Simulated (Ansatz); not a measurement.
Write a Python script for Ansatz's Python interface that makes a rigid scan of one bond angle of CH4AlFSe, SMILES FC[Se][AlH2]. Settings (for the species named): Hartree-Fock, def2-SVP basis, multiplicity 1.

```xyz
8

F    -1.0444    1.1850    0.9200
C     0.1778    1.3401    0.3843
Se    1.2072   -0.2141    0.8652
Al   -0.0178   -1.7006   -0.4639
H     0.1286    1.4267   -0.7372
H     0.6636    2.2685    0.7966
H     0.3177   -1.9653   -1.9854
H    -1.3405   -2.3976    0.1645
```

Script `bend_ch4alfse.py`:
```python
# -*- coding: utf-8 -*-
"""Energy of CH4AlFSe against one bond angle."""

import ansatz as az
from ase import Atoms

atoms = Atoms(["F", "C", "Se", "Al", "H", "H", "H", "H"], positions=[
    (-1.0444, 1.185, 0.92),
    (0.1778, 1.3401, 0.3843),
    (1.2072, -0.2141, 0.8652),
    (-0.0178, -1.7006, -0.4639),
    (0.1286, 1.4267, -0.7372),
    (0.6636, 2.2685, 0.7966),
    (0.3177, -1.9653, -1.9854),
    (-1.3405, -2.3976, 0.1645),
])

# start the scan from a relaxed geometry
first = (
    az.Crystal.molecule_from_ase(atoms).calculation()
    .basis(gaussian="def2-SVP")
    .functional("HF")
    .relax(force_tolerance=0.02, max_steps=80)
)
atoms.positions = first.run(threads=1, pin="off").report["positions_ang"]

rows = []
for angle in [85, 95, 105, 115, 125, 140, 160]:
    bent = atoms.copy()
    bent.set_angle(1, 2, 3, angle, indices=[3, 6, 7])
    setup = az.Crystal.molecule_from_ase(bent).calculation().basis(gaussian="def2-SVP").functional("HF")
    rows.append((angle, setup.run(threads=1, pin="off").report["free_energy_ev"]))
floor = min(e for _, e in rows)
for angle, e in rows:
    print(f"angle C1-Se2-Al3 = {angle:3d} deg   {1000 * (e - floor):9.1f} meV")
```

Output of `python bend_ch4alfse.py`:
```text
angle C1-Se2-Al3 =  85 deg       149.8 meV
angle C1-Se2-Al3 =  95 deg         0.0 meV
angle C1-Se2-Al3 = 105 deg         7.1 meV
angle C1-Se2-Al3 = 115 deg       125.7 meV
angle C1-Se2-Al3 = 125 deg       330.3 meV
angle C1-Se2-Al3 = 140 deg       746.6 meV
angle C1-Se2-Al3 = 160 deg      1341.5 meV
```

The scan is rigid, and the energies are electronic, in a modest basis. The zero is the lowest point of the grid, which needn't be the minimum. Hardware and time: 64 s on 1 thread of Arm Neoverse V2 (shared host), peak memory 0.27 GiB.

(A comment or docstring line of the script was reworded after the run, the code is as it ran; lines on the test bed's own set-up are left out of the output.)
